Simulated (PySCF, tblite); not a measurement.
**FGeH₁₀NSi₃, a small molecule taken as a stand-in for a surface group: NMR shifts, core binding energies and electronic excitations, part 1 of 2**

Wanted: the NMR shifts, core binding energies and electronic excitations for `[F][Ge]([SiH3])([SiH3])[NH][SiH3]`.

Computed with tblite 0.8.0 and PySCF 2.14.0; each step states its level. No surroundings beyond the atoms listed, unless a continuum is named. Atoms count from 0, parts from 1.

## (1) Starting point

16 atoms, charge 0, multiplicity 1; geometry: distance geometry start.

## (2) Geometry optimisation with GFN2-xTB

The job: settings as JSON, then the geometry in Å.

```
{"job": {"kind": "relax", "xc": "GFN2-xTB", "basis": "xTB"}, "charge": 0, "multiplicity": 1}
Ge    -0.722291     1.737770    -0.707391
Si     0.936045     2.881631    -1.824926
Si    -1.177292    -0.243610    -1.807618
N     -0.161252     1.347790     1.069834
Si    -1.346025     0.431604     2.119113
F     -2.204512     2.730042    -0.637890
H      1.386609     3.956970    -1.004039
H      2.005965     2.015607    -2.085691
H      0.423482     3.396282    -3.046505
H     -0.433965    -1.301217    -1.225222
H     -0.787078    -0.112676    -3.193910
H     -2.568431    -0.540149    -1.731663
H      0.812526     1.100293     1.174021
H     -2.588086     1.119055     2.161085
H     -0.835805     0.324309     3.443930
H     -1.528243    -0.865930     1.565229
```

Method: GFN2-xTB geometry optimisation, gas phase.

Started as:

```sh
$ OMP_NUM_THREADS=1 python cluster_run.py task.json out
```

This one command runs all jobs of the session in turn.

Output:

```text
step      E/eV     max force
  0    -542.84534    2.448
  1    -543.06135    0.898
  2    -543.15625    0.738
  3    -543.19187    0.756
  4    -543.25628    0.605
  5    -543.28605    0.632
  6    -543.32485    0.355
  7    -543.34276    0.323
  8    -543.35957    0.369
  9    -543.37514    0.465
 10    -543.39308    0.372
 11    -543.40543    0.196
 12    -543.41184    0.213
 13    -543.41863    0.302
 14    -543.42723    0.289
 15    -543.43515    0.237
 16    -543.44068    0.183
 17    -543.44431    0.186
 18    -543.44735    0.196
 19    -543.45071    0.144
 20    -543.45425    0.174
 21    -543.45802    0.178
 22    -543.46275    0.216
 23    -543.46861    0.241
 24    -543.47473    0.190
 25    -543.48068    0.240
 26    -543.48756    0.272
 27    -543.49834    0.434
 28    -543.51446    0.428
 29    -543.42816    2.382
 30    -543.53260    0.224
 31    -543.53806    0.163
 32    -543.54415    0.132
 33    -543.54586    0.115
 34    -543.55240    0.139
 35    -543.55617    0.149
 36    -543.55943    0.122
 37    -543.56120    0.130
 38    -543.56278    0.140
 39    -543.56495    0.161
 40    -543.56790    0.176
 41    -543.57075    0.156
 42    -543.57256    0.085
 43    -543.57347    0.072
 44    -543.57424    0.078
 45    -543.57529    0.100
 46    -543.57657    0.129
 47    -543.57772    0.131
 48    -543.57884    0.112
 49    -543.57984    0.083
 50    -543.58081    0.073
 51    -543.58149    0.093
 52    -543.58250    0.115
 53    -543.58350    0.122
 54    -543.58452    0.099
 55    -543.58519    0.052
 56    -543.58561    0.069
 57    -543.58602    0.085
 58    -543.58664    0.094
 59    -543.58747    0.101
 60    -543.58819    0.066
 61    -543.58858    0.047
 62    -543.58885    0.053
 63    -543.58927    0.067
 64    -543.59005    0.087
 65    -543.59135    0.116
 66    -543.59286    0.106
 67    -543.59402    0.074
 68    -543.59455    0.062
 69    -543.59481    0.049
 70    -543.59510    0.041
 71    -543.59540    0.056
 72    -543.59575    0.076
 73    -543.59611    0.078
 74    -543.59643    0.054
 75    -543.59663    0.031
 76    -543.59674    0.022
 77    -543.59682    0.023
 78    -543.59694    0.026
 79    -543.59710    0.033
 80    -543.59728    0.031
 81    -543.59742    0.025
 82    -543.59753    0.021
 83    -543.59761    0.023
 84    -543.59768    0.024
 85    -543.59777    0.020
 86    -543.59787    0.027
 87    -543.59801    0.036
 88    -543.59818    0.050
 89    -543.59838    0.063
 90    -543.59863    0.060
 91    -543.59889    0.043
 92    -543.59909    0.031
 93    -543.59924    0.034
 94    -543.59937    0.036
 95    -543.59951    0.032
 96    -543.59966    0.035
 97    -543.59982    0.039
 98    -543.59996    0.036
 99    -543.60009    0.036
100    -543.60022    0.029
101    -543.60034    0.044
102    -543.60049    0.053
103    -543.60068    0.047
104    -543.60092    0.043
105    -543.60114    0.037
106    -543.60126    0.021
107    -543.60132    0.025
108    -543.60137    0.022
109    -543.60147    0.027
110    -543.60153    0.026
111    -543.60160    0.020
112    -543.60164    0.020
113    -543.60166    0.020
114    -543.60168    0.019
115    -543.60170    0.012
116    -543.60172    0.015
117    -543.60174    0.013
118    -543.60175    0.013
119    -543.60177    0.012
120    -543.60178    0.012
121    -543.60180    0.009
122    -543.60181    0.008
123    -543.60182    0.010
124    -543.60184    0.013
125    -543.60186    0.015
126    -543.60188    0.013
127    -543.60190    0.010
128    -543.60192    0.012
129    -543.60195    0.016
130    -543.60198    0.021
131    -543.60203    0.021
132    -543.60208    0.019
133    -543.60214    0.023
134    -543.60220    0.021
135    -543.60225    0.014
136    -543.60229    0.012
137    -543.60232    0.012
138    -543.60234    0.014
139    -543.60236    0.011
140    -543.60237    0.009
141    -543.60239    0.008
142    -543.60240    0.008
```

Run time: 5.6 s. Hardware: 1 thread of Intel Xeon Platinum 8375C at 2.90GHz, shared host.

Relaxation path:

```csv
step,energy from step 0 (eV),largest force (eV/Å)
0,0.0000,2.4472
5,-0.4407,0.6322
10,-0.5477,0.3717
15,-0.5898,0.2367
20,-0.6089,0.1731
25,-0.6353,0.2402
30,-0.6873,0.2245
35,-0.7108,0.1492
40,-0.7226,0.1768
45,-0.7300,0.0991
50,-0.7355,0.0730
55,-0.7399,0.0515
60,-0.7429,0.0661
65,-0.7460,0.1166
70,-0.7498,0.0412
75,-0.7513,0.0315
80,-0.7519,0.0305
85,-0.7524,0.0202
90,-0.7533,0.0604
95,-0.7542,0.0321
100,-0.7549,0.0288
105,-0.7558,0.0373
110,-0.7562,0.0256
115,-0.7564,0.0127
120,-0.7564,0.0117
125,-0.7565,0.0151
130,-0.7566,0.0206
135,-0.7569,0.0135
140,-0.7570,0.0082
142,-0.7571,0.0079
```

Distances of close pairs at the start and the end, largest changes first:

```csv
bond,before (Å),after (Å),change (Å)
N3–Si4,1.829,1.725,-0.103
Ge0–Si1,2.304,2.387,+0.084
Ge0–Si2,2.312,2.381,+0.070
Si1–H7,1.401,1.467,+0.066
Ge0–F5,1.785,1.851,+0.066
Ge0–N3,1.904,1.853,-0.051
Si2–H9,1.418,1.465,+0.048
Si4–H13,1.420,1.468,+0.047
```

## (3) Geometry optimisation at PBE0-D3(BJ)/def2-SVP

The job: settings as JSON, then the geometry in Å.

```
{"job": {"xc": "PBE0", "basis": "def2-SVP", "d3": "d3bj", "grid": 2, "kind": "geom", "shake": 0.01}, "charge": 0, "multiplicity": 1}
Ge     0.018267     0.349679    -0.623799
Si     1.702951     1.908778    -1.268659
Si    -0.927163    -1.675532    -1.446423
N      0.287109     0.187105     1.193992
Si    -0.685287    -0.699780     2.339973
F     -1.499699     1.471025    -0.688397
H      1.913125     2.943320    -0.242056
H      2.986086     1.185415    -1.419835
H      1.400483     2.562776    -2.525054
H     -0.053053    -2.783994    -0.997619
H     -0.885470    -1.644198    -2.897796
H     -2.277896    -1.902520    -0.995659
H      0.758024     0.943976     1.605410
H     -1.952984    -0.031187     2.741335
H      0.176978    -0.857221     3.526031
H     -0.972921    -1.968957     1.720702
```

Output:

```text
step   0  E = -3104.70122075  max force = 0.040231
step   1  E = -3104.71462199  max force = 0.015220
step   2  E = -3104.71672293  max force = 0.010117
step   3  E = -3104.71740397  max force = 0.005876
step   4  E = -3104.71790052  max force = 0.004135
step   5  E = -3104.71818157  max force = 0.003245
step   6  E = -3104.71841643  max force = 0.001667
step   7  E = -3104.71850264  max force = 0.000451
step   8  E = -3104.71852347  max force = 0.000269
step   9  E = -3104.71855959  max force = 0.000448
step  10  E = -3104.71858961  max force = 0.000628
step  11  E = -3104.71861545  max force = 0.000466
step  12  E = -3104.71862518  max force = 0.000274
optimisation converged
```

It took 5.5 min on 1 thread of Intel Xeon Platinum 8375C at 2.90GHz, shared host; peak memory 0.86 GiB.

Along the way:

```csv
step,energy from step 0 (eV),largest force component (eV/Å)
0,0.0000,2.0688
1,-0.3647,0.7826
2,-0.4218,0.5202
3,-0.4404,0.3022
4,-0.4539,0.2126
5,-0.4615,0.1669
6,-0.4679,0.0857
7,-0.4703,0.0232
8,-0.4708,0.0138
9,-0.4718,0.0230
10,-0.4726,0.0323
11,-0.4733,0.0240
12,-0.4736,0.0141
```

Close pairs (by a distance rule), those that changed most:

```csv
bond,before (Å),after (Å),change (Å)
Ge0–F5,1.888,1.765,-0.123
Si4–H15,1.441,1.494,+0.053
Si2–H11,1.442,1.491,+0.049
Si1–H8,1.448,1.492,+0.044
Si2–H10,1.452,1.494,+0.042
N3–H12,0.982,1.017,+0.036
Si1–H6,1.473,1.495,+0.023
Si4–H14,1.475,1.495,+0.021
```

The final coordinates are the input of the step that follows.

```csv
at the end point,value
point group (found at 0.08 Å tolerance),C1
"rotational constants (GHz, main isotopes)","1.464, 0.899, 0.729"
dipole moment (D),1.94
```

## (4) NMR shieldings: PBE0/pcSseg-1

The job: settings as JSON, then the geometry in Å.

```
{"job": {"kind": "nmr", "xc": "PBE0", "basis": "pcSseg-1"}, "charge": 0, "multiplicity": 1}
Ge    -0.199547     0.562435    -0.478732
Si     1.657633     1.757793    -1.386095
Si    -0.749850    -1.561358    -1.425042
N      0.038634     0.427672     1.330261
Si    -0.659070    -0.736050     2.421331
F     -1.606154     1.589959    -0.763395
H      1.932373     2.957781    -0.537550
H      2.855500     0.863622    -1.370038
H      1.376037     2.183601    -2.788356
H      0.261837    -2.570649    -0.990165
H     -0.691307    -1.420557    -2.911490
H     -2.118558    -1.991956    -1.018184
H      0.474493     1.244334     1.752399
H     -1.854055    -0.231060     3.167613
H      0.349513    -1.182911     3.430984
H     -1.078903    -1.903893     1.588715
```

Level: GIAO PBE0/pcSseg-1 NMR shielding, non-relativistic, gas phase.

Output:

```text
coarse grid: 61792 points
cycle   1  E = -3104.9683406169  dE = -6.993e-01  |g| = 1.105e+00  |ddm| = 3.679e+00
cycle   2  E = -3104.7438113777  dE =  2.245e-01  |g| = 1.590e+00  |ddm| = 1.572e+00
cycle   3  E = -3105.0914654264  dE = -3.477e-01  |g| = 2.311e-01  |ddm| = 1.135e+00
cycle   4  E = -3105.0989028235  dE = -7.437e-03  |g| = 7.213e-02  |ddm| = 1.690e-01
cycle   5  E = -3105.0994249973  dE = -5.222e-04  |g| = 2.109e-02  |ddm| = 5.637e-02
cycle   6  E = -3105.0995196564  dE = -9.466e-05  |g| = 6.210e-03  |ddm| = 2.027e-02
cycle   7  E = -3105.0995263341  dE = -6.678e-06  |g| = 1.018e-03  |ddm| = 5.398e-03
final grid: 125136 points
cycle   8  E = -3105.0995086722  dE = -7.047e-08  |g| = 1.126e-03  |ddm| = 3.168e-03
cycle   9  E = -3105.0995085801  dE =  9.213e-08  |g| = 1.455e-03  |ddm| = 2.680e-03
cycle  10  E = -3105.0995089251  dE = -3.450e-07  |g| = 1.469e-04  |ddm| = 1.334e-03
cycle  11  E = -3105.0995089297  dE = -4.551e-09  |g| = 4.494e-05  |ddm| = 1.628e-04
cycle  12  E = -3105.0995089299  dE = -2.192e-10  |g| = 3.789e-06  |ddm| = 2.699e-05
converged SCF energy = -3105.0995089299

GIAO shielding tensors (ppm)
atom      isotropic    diamagn.    paramagn.     s11        s22        s33       span
  0 Ge    1232.632    2760.007   -1527.375   1149.408   1200.040   1348.449    199.041
  1 Si     450.729     879.908    -429.180    439.431    447.913    464.842     25.410
  2 Si     452.332     880.444    -428.112    446.529    451.923    458.543     12.014
  3 N      220.911     330.129    -109.218    167.490    243.660    251.584     84.094
  4 Si     399.814     879.708    -479.894    359.015    372.127    468.298    109.283
  5 F      339.307     479.591    -140.284    255.869    330.746    431.307    175.438
  6 H       27.599      28.161      -0.562     23.854     25.740     33.204      9.350
  7 H       27.751      28.335      -0.584     24.228     25.878     33.146      8.918
  8 H       27.539      27.833      -0.294     23.817     25.370     33.429      9.612
  9 H       27.578      29.082      -1.505     24.152     25.695     32.886      8.734
 10 H       27.630      28.465      -0.835     23.899     25.663     33.328      9.428
 11 H       27.185      28.739      -1.554     23.621     25.239     32.696      9.075
 12 H       30.311      33.881      -3.570     21.077     28.762     41.095     20.018
 13 H       26.363      28.336      -1.973     22.518     24.197     32.374      9.856
 14 H       26.460      28.509      -2.049     22.713     24.343     32.323      9.610
 15 H       26.616      30.402      -3.786     22.173     27.682     29.992      7.820
```

Wall time 68 s (1 thread of Intel Xeon Platinum 8375C at 2.90GHz, shared host); peak memory 0.95 GiB.

Shifts follow as δ = σ(reference) − σ, with reference shieldings (ppm) from runs at the same level and on the same kind of geometry: ¹H TMS 31.27, ²⁹Si TMS 352.0, ¹⁹F CFCl3 177.2, ¹⁵N NH3 265.7, ⁷³Ge GeMe4 1330. The references are single molecules in the gas phase, so shifts against H2O, NH3, PH3, H3PO4 or CFCl3 are not on the usual liquid scales and can be off by tens of ppm.

```csv
atoms,environment,σ (ppm),δ (ppm)
H13,hydrogen on a silicon bonded to N,26.36,4.90
H14,hydrogen on a silicon bonded to N,26.46,4.81
H15,hydrogen on a silicon bonded to N,26.62,4.65
H11,hydrogen on a silicon bonded to Ge,27.19,4.08
H8,hydrogen on a silicon bonded to Ge,27.54,3.73
H9,hydrogen on a silicon bonded to Ge,27.58,3.69
H6,hydrogen on a silicon bonded to Ge,27.60,3.67
H10,hydrogen on a silicon bonded to Ge,27.63,3.64
H7,hydrogen on a silicon bonded to Ge,27.75,3.52
H12,"hydrogen on a nitrogen bonded to Ge, Si",30.31,0.96
Ge0,"germanium bonded to F, N, 2 Si",1233,98
Si4,"silicon bonded to N, 3 H",399.8,-47.8
Si1,"silicon bonded to Ge, 3 H",450.7,-98.7
Si2,"silicon bonded to Ge, 3 H",452.3,-100.3
N3,"nitrogen bonded to Ge, Si, H",220.9,44.8
F5,fluorine bonded to Ge,339.3,-162.1
```

The run also stored atomic charges by several schemes (e):

```csv
atoms,Mulliken,IAO,Hirshfeld,ESP fit
Ge0,0.50,0.79,0.34,0.50
Si1,0.35,0.27,0.22,0.09
Si2,0.31,0.27,0.22,0.15
N3,-0.91,-0.88,-0.33,-0.78
Si4,0.63,0.74,0.34,0.57
F5,-0.50,-0.54,-0.27,-0.33
```

Mayer bond orders: Ge0–Si1 0.87, Ge0–Si2 0.88, Ge0–N3 0.84, N3–Si4 0.96, Ge0–F5 0.76.

The fields below are evaluated on a grid from the run's orbitals.

Frontier orbitals at PBE0/pcSseg-1, with the share of their density that lies nearest to each atom:

```csv
orbital,energy (eV),lies on
HOMO,-7.73,N3 47 %; H13 11 %; Ge0 8 %
LUMO,-0.66,"Ge0 21 %; Si1, Si2 about 10 % each; H6, H11 about 9 % each"
```

ELF in a plane through or near 8 of the atoms.

Ten even steps from ' ' (0.00) to '@' (1.00):
```
                                                        
                                                        
                                                        
              ....                                      
          ..%%@@@@@@::      ::..                        
          ==@@@@@@@@++    ++@@@@==    ....              
          --@@@@@@@@--    ++@@@@++::::----::            
        ..::==::..::==::  --##--**##    ::==..          
      ::**%%--++++--%%##--==%%==##**##==..::..          
    ..##@@@@@@::..::@@==....++++==--....----            
    ..##@@@@@@##--**##--....--..  --@@@@@@%%..          
      ::%%@@##::....--++**##%%==  ..@@@@@@@@--          
          ..        ..++%%++----::  --%%@@%%..          
                    --++::++%%..++--                    
                ..%%@@@@%%::==--%%%%::                  
                ==@@@@@@@@%%--++####--                  
                ..##@@@@@@++....::::                    
                    ==++--                              
                                                        
                                                        
```
The map spans 12.8 Å across and 11.4 Å up, centred on the molecule. Atoms in the plane (x, y in Å): Si1 (-2.6, 0.8), Si2 (0.1, -2.2), N3 (0.8, 1.2), Si4 (2.5, 0.9), H6 (-2.7, 2.3), H10 (-1.1, -3.1), H12 (0.5, 2.1), H15 (2.6, -0.6).

On the surface of density 0.002 e/bohr³ the electrostatic potential runs, from the 1st to the 99th percentile, from -1.46 V near F5 to 1.72 V near H12.

(Continued in part 2 of 2.)
